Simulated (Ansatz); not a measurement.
# Nb (sc type): how the settings move a single-point run

Aim: see which settings change the result for Nb (sc type), by how much, and at what cost.

Program: Ansatz 0.2.0. Level of theory: reference: DFT, PBEsol, norm-conserving pseudopotentials, Ansatz's default files, scalar-relativistic. These are calculated values, not measurements.

2 further runs of the same task are left out: 2 that didn't finish. Runs told in other sessions of the task aren't counted.

**1. The system as given**

Symmetry: Pm-3m, No. 221, cubic system. The conventional cell has a = 2.590 Å, b = 2.590 Å, c = 2.590 Å, α = 90.00°, β = 90.00°, γ = 90.00°. Around Nb (site symmetry m-3m) lie 6 Nb at 2.59 Å.

Coordinates:

```
Nb
1.0
     2.59049    0.00000    0.00000
     0.00000    2.59049    0.00000
     0.00000    0.00000    2.59049
Nb
1
Direct
  0.00000 0.00000 0.00000
```

**2. Baseline**

Contents of input.yaml:

```yaml
crystal:
  lattice:
    - [2.5904940793, 0.0, 0.0]
    - [0.0, 2.5904940793, 0.0]
    - [0.0, 0.0, 2.5904940793]
  atoms:
    - { symbol: Nb, position: [0.0, 0.0, 0.0] }
kpoints:
  mp_grid: { grid: [14, 14, 14] }
scf:
  occupations: { method: fermi_dirac, width: 0.1 }
hamiltonian:
  xc: pbesol
  pseudopotentials: { kind: nc }
output:
  forces: true
  stress: true
  eigenvalues: true
```

Command:

```sh
> ansatz run input.yaml --threads 1 --pin off --max-ram 2048MiB --backend cpu --events-out ev --progress --plain --runs-dir out
```

**3. Variant: starting moments, spin_polarized true**

Edit input.yaml of step 2 so:

```diff
@@ -6,3 +6,3 @@
   atoms:
-    - { symbol: Nb, position: [0.0, 0.0, 0.0] }
+    - { symbol: Nb, position: [0.0, 0.0, 0.0], spin: 2.0 }
 kpoints:
@@ -18 +18,3 @@
   eigenvalues: true
+magnetization:
+  spin_polarized: true
```

Before running it: what results should come out? Wanted: for each run, ending; energy change; pressure; gap; force.

**Answer**, as computed:

```csv
run,ending,energy change,pressure (GPa),gap (eV),force (eV/Å),cycles,time
reference,converged,0,18.4,0.00,0.00,6,4.1 s
"1: starting moments, spin_polarized true",converged,0.0 meV/atom,18.4,0.00,0.00,14,13 s
```

Residual by cycle in the longest SCF loop of each run; runs are numbered as in the table. The quantity is the density residual dr2, in eV.

```csv
cycle,reference,run 1
1,0.735,0.705
2,0.223,0.383
3,4.5e-4,0.00408
5,1.6e-7,2.4e-5
6,1.8e-9,1.1e-5
7,-,1.0e-6
8,-,2.2e-6
9,-,2.2e-6
10,-,1.2e-6
12,-,1.1e-10
13,-,7.0e-12
14,-,4.7e-14
```

**Reading.** With the changed spin polarisation the energy stays within 0.5 meV/atom: no moment survives, so both runs end on the same non-magnetic state. The structure is not at rest: the sound run finds 18 GPa, so these are no properties of the relaxed crystal. 
